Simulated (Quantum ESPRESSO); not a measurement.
# Sc2I (P3m1) in Quantum ESPRESSO: a series of runs, part 2 of 2

Quantum ESPRESSO 7.5. The steps go on from the part before.

### 3 Projected density of states, LDA

Contents of pw.in:

```
&CONTROL
  calculation = 'scf'
  prefix = 'pwscf'
  outdir = './tmp'
  pseudo_dir = './pseudo'
  tprnfor = .true.
  tstress = .true.
  disk_io = 'low'
/
&SYSTEM
  ibrav = 0
  nat = 3
  ntyp = 2
  ecutwfc = 39
  nbnd = 22
  input_dft = 'pz'
  occupations = 'smearing'
  smearing = 'gaussian'
  degauss = 0.00999582
/
&ELECTRONS
  conv_thr = 6d-10
  electron_maxstep = 120
  mixing_beta = 0.5
/
ATOMIC_SPECIES
Sc    44.9559 Sc.upf
I    126.9045 I.upf
CELL_PARAMETERS angstrom
   3.6112583600    0.0000000000    0.0000000000
  -1.8056291800    3.1274414800    0.0000000000
   0.0000000000    0.0000000000    6.0059962400
ATOMIC_POSITIONS crystal
Sc     0.6666666700    0.3333333300    0.2886954500
Sc     0.0000000000    0.0000000000    0.7705680700
I      0.3333333300    0.6666666700    0.0247354500
K_POINTS automatic
9 9 5 1 1 1
```

Contents of nscf.in:

```
&CONTROL
  calculation = 'nscf'
  prefix = 'pwscf'
  outdir = './tmp'
  pseudo_dir = './pseudo'
  disk_io = 'low'
/
&SYSTEM
  ibrav = 0
  nat = 3
  ntyp = 2
  ecutwfc = 39
  nbnd = 22
  input_dft = 'pz'
  occupations = 'tetrahedra_opt'
/
&ELECTRONS
  conv_thr = 1d-08
  electron_maxstep = 120
  mixing_beta = 0.5
/
ATOMIC_SPECIES
Sc    44.9559 Sc.upf
I    126.9045 I.upf
CELL_PARAMETERS angstrom
   3.6112583600    0.0000000000    0.0000000000
  -1.8056291800    3.1274414800    0.0000000000
   0.0000000000    0.0000000000    6.0059962400
ATOMIC_POSITIONS crystal
Sc     0.6666666700    0.3333333300    0.2886954500
Sc     0.0000000000    0.0000000000    0.7705680700
I      0.3333333300    0.6666666700    0.0247354500
K_POINTS automatic
14 14 8 0 0 0
```

Contents of projwfc.in:

```
&PROJWFC
  prefix = 'pwscf'
  outdir = './tmp'
  filpdos = 'p'
  Emin = -4
  Emax = 21
  DeltaE = 0.05
/
```

Potentials or basis: PseudoDojo 0.4.1 SR PBEsol standard.

Launch:

```sh
> OMP_NUM_THREADS=1 pw.x -in pw.in > pw.out
> OMP_NUM_THREADS=1 pw.x -in nscf.in > nscf.out
> OMP_NUM_THREADS=1 projwfc.x -in projwfc.in > projwfc.out
```

pw.out:

```text
This program is part of the open-source Quantum ESPRESSO suite
     for quantum simulation of materials; please cite
         "P. Giannozzi et al., J. Phys.:Condens. Matter 21 395502 (2009);
         "P. Giannozzi et al., J. Phys.:Condens. Matter 29 465901 (2017);
         "P. Giannozzi et al., J. Chem. Phys. 152 154105 (2020);
     in publications or presentations arising from this work. More details at

     IMPORTANT: XC functional enforced from input :
     Exchange-correlation= PZ
                           (   1   1   0   0   0   0   0)
     Any further DFT definition will be discarded
     Please, verify this is what you really want

     Message from routine setup:
     using ibrav=0 with symmetry is DISCOURAGED, use correct ibrav instead

     G-vector sticks info
     --------------------
     sticks:   dense  smooth     PW     G-vecs:    dense   smooth      PW
     Sum         499     499    163                15099    15099    2901

     Using Slab Decomposition

     bravais-lattice index     =            0
     lattice parameter (alat)  =       6.8243  a.u.
     unit-cell volume          =     457.7511 (a.u.)^3
     number of atoms/cell      =            3
     number of atomic types    =            2
     number of electrons       =        29.00
     number of Kohn-Sham states=           22
     kinetic-energy cutoff     =      39.0000  Ry
     charge density cutoff     =     156.0000  Ry
     scf convergence threshold =      6.0E-10
     mixing beta               =       0.5000
     number of iterations used =            8  plain     mixing
     Exchange-correlation= PZ
                           (   1   1   0   0   0   0   0)

     celldm(1)=   6.824289  celldm(2)=   0.000000  celldm(3)=   0.000000
     celldm(4)=   0.000000  celldm(5)=   0.000000  celldm(6)=   0.000000

     crystal axes: (cart. coord. in units of alat)
               a(1) = (   1.000000   0.000000   0.000000 )
               a(2) = (  -0.500000   0.866025   0.000000 )
               a(3) = (   0.000000   0.000000   1.663131 )

     reciprocal axes: (cart. coord. in units 2 pi/alat)
               b(1) = (  1.000000  0.577350 -0.000000 )
               b(2) = (  0.000000  1.154701  0.000000 )
               b(3) = (  0.000000 -0.000000  0.601275 )

     PseudoPot. # 1 for Sc read from file:
     Sc.upf
     Pseudo is Norm-conserving + core correction, Zval = 11.0
     Generated using ONCVPSP code by D. R. Hamann
     Using radial grid of 1642 points,  6 beta functions with:
                l(1) =   0
                l(2) =   0
                l(3) =   1
                l(4) =   1
                l(5) =   2
                l(6) =   2

     PseudoPot. # 2 for I  read from file:
     I.upf
     Pseudo is Norm-conserving + core correction, Zval =  7.0
     Generated using ONCVPSP code by D. R. Hamann
     Using radial grid of 1182 points,  6 beta functions with:
                l(1) =   0
                l(2) =   0
                l(3) =   1
                l(4) =   1
                l(5) =   2
                l(6) =   2

     atomic species   valence    mass     pseudopotential
     Sc               11.00    44.95590     Sc( 1.00)
     I                 7.00   126.90450     I ( 1.00)

      6 Sym. Ops. (no inversion) found

   Cartesian axes

     site n.     atom                  positions (alat units)
         1        Sc     tau(   1) = (   0.5000000   0.2886751   0.4801384  )
         2        Sc     tau(   2) = (   0.0000000   0.0000000   1.2815558  )
         3        I      tau(   3) = (  -0.0000000   0.5773503   0.0411383  )

     number of k points=   115  Gaussian smearing, width (Ry)=  0.0100

     Number of k-points >= 100: set verbosity='high' to print them.

     Dense  grid:    15099 G-vectors     FFT dimensions: (  27,  27,  45)

     Check: negative core charge=   -0.000042

     Initial potential from superposition of free atoms

     starting charge      28.9950, renormalised to      29.0000
     Starting wfcs are   24 randomized atomic wfcs

     Self-consistent Calculation

     iteration #  1     ecut=    39.00 Ry     beta= 0.50
     Davidson diagonalization with overlap
     ethr =  1.00E-02,  avg # of iterations =  3.2

     Threshold (ethr) on eigenvalues was too large:
     Diagonalizing with lowered threshold

     Davidson diagonalization with overlap
     ethr =  2.76E-04,  avg # of iterations =  5.0

     total energy              =    -218.82343715 Ry
     estimated scf accuracy    <       0.09636239 Ry

     iteration #  2     ecut=    39.00 Ry     beta= 0.50
     Davidson diagonalization with overlap
     ethr =  3.32E-04,  avg # of iterations =  3.0
[... 18 lines left out ...]
     iteration #  5     ecut=    39.00 Ry     beta= 0.50
     Davidson diagonalization with overlap
     ethr =  1.85E-05,  avg # of iterations =  3.2

     total energy              =    -218.85614374 Ry
     estimated scf accuracy    <       0.00010051 Ry

     iteration #  6     ecut=    39.00 Ry     beta= 0.50
     Davidson diagonalization with overlap
     c_bands:  1 eigenvalues not converged
     c_bands:  1 eigenvalues not converged
     c_bands:  1 eigenvalues not converged
     ethr =  3.47E-07,  avg # of iterations =  6.8

     total energy              =    -218.85617974 Ry
     estimated scf accuracy    <       0.00001804 Ry

     iteration #  7     ecut=    39.00 Ry     beta= 0.50
     Davidson diagonalization with overlap
     ethr =  6.22E-08,  avg # of iterations =  2.1

     total energy              =    -218.85618278 Ry
     estimated scf accuracy    <       0.00000023 Ry
[... 19 lines left out ...]
     total energy              =    -218.85618293 Ry
     estimated scf accuracy    <          7.0E-10 Ry

     iteration # 11     ecut=    39.00 Ry     beta= 0.50
     Davidson diagonalization with overlap
     ethr =  2.41E-12,  avg # of iterations =  2.5

     End of self-consistent calculation

     Number of k-points >= 100: set verbosity='high' to print the bands.

     the Fermi energy is    11.4241 ev

!    total energy              =    -218.85618293 Ry
     estimated scf accuracy    <          6.3E-12 Ry
     smearing contrib. (-TS)   =      -0.00311438 Ry
     internal energy E=F+TS    =    -218.85306855 Ry

     The total energy is F=E-TS. E is the sum of the following terms:
     one-electron contribution =     -77.03262983 Ry
     hartree contribution      =      47.58541438 Ry
     xc contribution           =     -40.28625135 Ry
     ewald contribution        =    -149.11960175 Ry

     convergence has been achieved in  11 iterations

     Forces acting on atoms (cartesian axes, Ry/au):

     atom    1 type  1   force =     0.00000000   -0.00000000    0.11763415
     atom    2 type  1   force =     0.00000000   -0.00000000   -0.13704704
     atom    3 type  2   force =     0.00000000    0.00000000    0.01941288

     Total force =     0.181650     Total SCF correction =     0.000009

     Computing stress (Cartesian axis) and pressure

          total   stress  (Ry/bohr**3)                   (kbar)     P=      -91.77
  -0.00048311  -0.00000000   0.00000000          -71.07       -0.00        0.00
   0.00000000  -0.00048311   0.00000000            0.00      -71.07        0.00
   0.00000000   0.00000000  -0.00090537            0.00        0.00     -133.18

=------------------------------------------------------------------------------=
   JOB DONE.
=------------------------------------------------------------------------------=
```

nscf.out:

```text
This program is part of the open-source Quantum ESPRESSO suite
     for quantum simulation of materials; please cite
         "P. Giannozzi et al., J. Phys.:Condens. Matter 21 395502 (2009);
         "P. Giannozzi et al., J. Phys.:Condens. Matter 29 465901 (2017);
         "P. Giannozzi et al., J. Chem. Phys. 152 154105 (2020);
     in publications or presentations arising from this work. More details at

[... 99 lines left out ...]

     Number of k-points >= 100: set verbosity='high' to print the bands.

     the Fermi energy is    11.4288 ev
     (compare with:    11.4241 eV, computed in scf)

=------------------------------------------------------------------------------=
   JOB DONE.
=------------------------------------------------------------------------------=
```

projwfc.out:

```text
This program is part of the open-source Quantum ESPRESSO suite
     for quantum simulation of materials; please cite
         "P. Giannozzi et al., J. Phys.:Condens. Matter 21 395502 (2009);
         "P. Giannozzi et al., J. Phys.:Condens. Matter 29 465901 (2017);
[... 69 lines left out ...]
     Atom #   3: total charge =   6.5004, p =  4.8564, pz=  1.6182, px=  1.6191, py=  1.6191,
     Atom #   3: total charge =   6.5004, d =  0.0000, dz2=  0.0000, dxz=  0.0000, dyz=  0.0000, dx2-y2=  0.0000, dxy=  0.0000,
     Spilling Parameter:   0.0182

=------------------------------------------------------------------------------=
   JOB DONE.
=------------------------------------------------------------------------------=
```

Wall time 1.7 min (1 thread of Intel Xeon Platinum 8488C (Sapphire Rapids), shared host); peak memory 0.14 GiB.

These settings aren't checked as converged (typed here: ecut_scale = 0.5; kshift = 1 × 1 × 1): the numbers below hold their error.

What came out:

| Property | Result |
| --- | --- |
| Free energy | -2977.6901 eV |
| Pressure | -9.2 GPa |
| Largest force | 3.524 eV/Å |
| Band gap on the k mesh | none (metal or under the smearing width) |

Caveat: the potentials were made for another functional, which shifts forces and pressure; the cutoff lies well under what these potentials need, so the values aren't converged; an odd number of electrons without spin polarisation forces a metal; a magnetic or distorted state may lie lower.

### 4 The reference run

An earlier run on the cell as given: functional PBE; potentials or basis SSSP 1.3 efficiency PBE; cutoff 816 eV; density cutoff 5987 eV; k mesh 9 × 9 × 5; occupations fermi-dirac, width 0.05 eV; no spin polarisation.

* Pressure: 20.3 GPa
* Largest force: 3.681 eV/Å
* Band gap on the k mesh: none (metal or under the smearing width)
